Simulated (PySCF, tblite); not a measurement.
# C₄H₇BF₂S: geometry, infrared bands and NMR shifts

Aim: predict the infrared bands and NMR shifts of C₄H₇BF₂S (`C=CBSC(C)(F)F`).

Computed with tblite 0.8.0 and PySCF 2.14.0, with density-fitted response routines of our own, on a single molecule in the gas phase. Atoms count from 0, in the outputs and in this text.

## Step 1: The molecule as given

15 atoms, charge 0, multiplicity 1; geometry from: force field or distance geometry start.

Bonds of the start (Å): C0–C1 1.33, C1–B2 1.59, B2–S3 1.89, S3–C4 1.83, C4–C5 1.52, C4–F6 1.39, C4–F7 1.38, C0–H8 1.09, C0–H9 1.09, C1–H10 1.08, B2–H11 1.18, C5–H12 1.12, C5–H13 1.12, C5–H14 1.11.

## Step 2: Optimising the geometry with GFN2-xTB

The job: settings as JSON, then the geometry in Å.

```
{"job": {"kind": "relax", "xc": "GFN2-xTB", "basis": "xTB"}, "charge": 0, "multiplicity": 1}
C     -3.262500     0.320500     0.346100
C     -2.141500     0.134100    -0.338300
B     -1.065800    -0.926800     0.144200
S      0.518500    -1.154100    -0.852700
C      1.491000     0.069800     0.097900
C      2.903400     0.128500    -0.467700
F      0.909300     1.324400    -0.032600
F      1.551000    -0.280200     1.431500
H     -3.493500    -0.246400     1.247000
H     -3.992100     1.059000     0.003900
H     -1.941400     0.710900    -1.223900
H     -1.267700    -1.578700     1.109800
H      3.499100     0.878600     0.109700
H      3.402700    -0.863900    -0.372100
H      2.885200     0.432300    -1.534000
```

The run is started by

```bash
OMP_NUM_THREADS=1 python probes_run.py task.json out
```

This one command runs all jobs of the session in turn.

**Question.** This job is followed by: GFN2-xTB harmonic vibrations, gas phase; GIAO PBE0/pcSseg-1 NMR shielding, non-relativistic, gas phase. Predict these results of the whole session: strongest single infrared mode (GFN2-xTB); zero-point energy (GFN2-xTB); ¹³C shifts against TMS (PBE0/pcSseg-1); ¹H shifts against TMS (PBE0/pcSseg-1, means over atoms taken as alike); ¹¹B shifts against BF3·OEt2 (PBE0/pcSseg-1); ³³S shifts against CS2 (PBE0/pcSseg-1); ¹⁹F shifts against CFCl3 (PBE0/pcSseg-1, means over atoms taken as alike); surface potential, 1st and 99th percentile.

As calculated:

```
                                                                 quantity                             value
                                strongest single infrared mode (GFN2-xTB)             1110 cm⁻¹, 149 km/mol
                                             zero-point energy (GFN2-xTB)                     65.0 kcal/mol
                                   ¹³C shifts against TMS (PBE0/pcSseg-1)     154.9, 146.9, 136.5, 29.6 ppm
   ¹H shifts against TMS (PBE0/pcSseg-1, means over atoms taken as alike)  7.44, 7.02, 6.87, 6.67, 2.07 ppm
                              ¹¹B shifts against BF3·OEt2 (PBE0/pcSseg-1)                          60.1 ppm
                                   ³³S shifts against CS2 (PBE0/pcSseg-1)                           238 ppm
¹⁹F shifts against CFCl3 (PBE0/pcSseg-1, means over atoms taken as alike)                         -79.3 ppm
                                    surface potential, 1st and 99th percentile                -0.82 V and 1.00 V
```

What this shows: Over 113 steps the energy fell by 0.727 eV; of the close pairs, B2–S3 changed most, 1.886 to 1.778 Å. All 39 modes are real, so the xTB geometry is a minimum. The strongest single mode, at 1110 cm⁻¹, is spread over several atoms, C4, H13, H14, C5 among them. GFN2-xTB is a fitted tight-binding method: band positions and strengths are rough. Its intensities can rank the bands wrongly. The most deshielded carbon is C0 (terminal =CH2 carbon), at 154.9 ppm: an sp2 carbon of a C=C bond. At PBE0/pcSseg-1: The widest tensor belongs to S3: span 314 ppm, with a paramagnetic part of -795 ppm. At PBE0/pcSseg-1, counted by nearest atom on the grid, the HOMO lies on S3 49 %; C0, C1 about 17 % each, the LUMO on B2 34 %; C0 23 %.
